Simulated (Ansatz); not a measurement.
# Lu: the crystal squeezed far

An exercise on one series of results from a longer session: the logs are not shown, and one member is left open.

Method: DFT LDA, with the methods named in each step, in Ansatz 0.2.0.

2 further runs of the same task are left out: 2 that didn't finish. Runs told in other sessions of the task aren't counted.

## Starting point

Symmetry: Im-3m, No. 229, cubic system. Conventional cell: a = 3.733 Å, b = 3.733 Å, c = 3.733 Å, α = 90.00°, β = 90.00°, γ = 90.00°. Lu (site symmetry m-3m) is surrounded by 8 Lu at 3.23 Å.

Structure file:

```cif
data_structure
_symmetry_space_group_name_H-M 'Im-3m'
_symmetry_Int_Tables_number 229
_cell_length_a 3.7335
_cell_length_b 3.7335
_cell_length_c 3.7335
_cell_angle_alpha 90.000
_cell_angle_beta 90.000
_cell_angle_gamma 90.000
_cell_volume 52.04
loop_
_atom_site_label
_atom_site_type_symbol
_atom_site_symmetry_multiplicity
_atom_site_Wyckoff_symbol
_atom_site_fract_x
_atom_site_fract_y
_atom_site_fract_z
_atom_site_occupancy
Lu1 Lu 2 a 0.00000 0.00000 0.00000 1
```

The file gives the conventional cell by its symmetry; the runs use the cell typed in the input.

Whether this phase is the stable one at these pressures isn't tested.

The first run:

input.yaml reads:

```yaml
crystal:
  lattice:
    - [-1.8667339828, 1.8667339828, 1.8667339828]
    - [1.8667339828, -1.8667339828, 1.8667339828]
    - [1.8667339828, 1.8667339828, -1.8667339828]
  atoms:
    - { symbol: Lu, position: [0.0, 0.0, 0.0] }
kpoints:
  mp_grid: { grid: [14, 14, 14] }
scf:
  occupations: { method: fermi_dirac, width: 0.1 }
hamiltonian:
  xc: lda
  pseudopotentials: { kind: paw }
output:
  forces: true
  stress: true
  write_density: true
  write_potential: true
  elf: true
  volumetric_format: npy
relax:
  f_tol: 0.005
  max_steps: 40
  cell: {}
```

The run is started by

```sh
$ ansatz run input.yaml --threads 1 --pin off --max-ram 2048MiB --backend cpu --events-out ev --progress --plain --runs-dir out
```

Steps of the session up to this table: Cell relaxed at zero pressure, PAW; Volume scaled by 1, PAW; Volume scaled by 0.88, PAW; Volume scaled by 0.88, PAW (cutoff 600 eV); Volume scaled by 0.78, PAW; Volume scaled by 0.68, PAW; Volume scaled by 0.58, PAW; Volume scaled by 0.58, PAW (level accurate); Volume scaled by 0.5, PAW; Volume scaled by 0.43, PAW.

One of the session's tables, all rows but one given; the rest of the session is left out.

| method | volume over the first | volume (Å³/atom) | pressure (GPa) |
| --- | --- | --- | --- |
| PAW | 1 | 26.240 | -0.03 |
| PAW | 0.88 | 23.091 | 7.72 |
| PAW | 0.78 | ? | ? |
| PAW | 0.68 | 17.843 | 36.03 |
| PAW | 0.58 | 15.219 | 67.20 |
| PAW | 0.5 | 13.120 | 113.93 |
| PAW | 0.43 | 11.283 | 188.09 |
| PAW (cutoff 600 eV) | 0.88 | 23.091 | 7.72 |
| PAW (level accurate) | 0.58 | 15.219 | 67.51 |

Estimate the missing values for PAW, 0.78.

**Answer.** volume (Å³/atom): 20.467; pressure (GPa): 18.44. In the column «volume (Å³/atom)» it lies between PAW, 0.68 (17.843) and PAW, 0.88 (23.091).
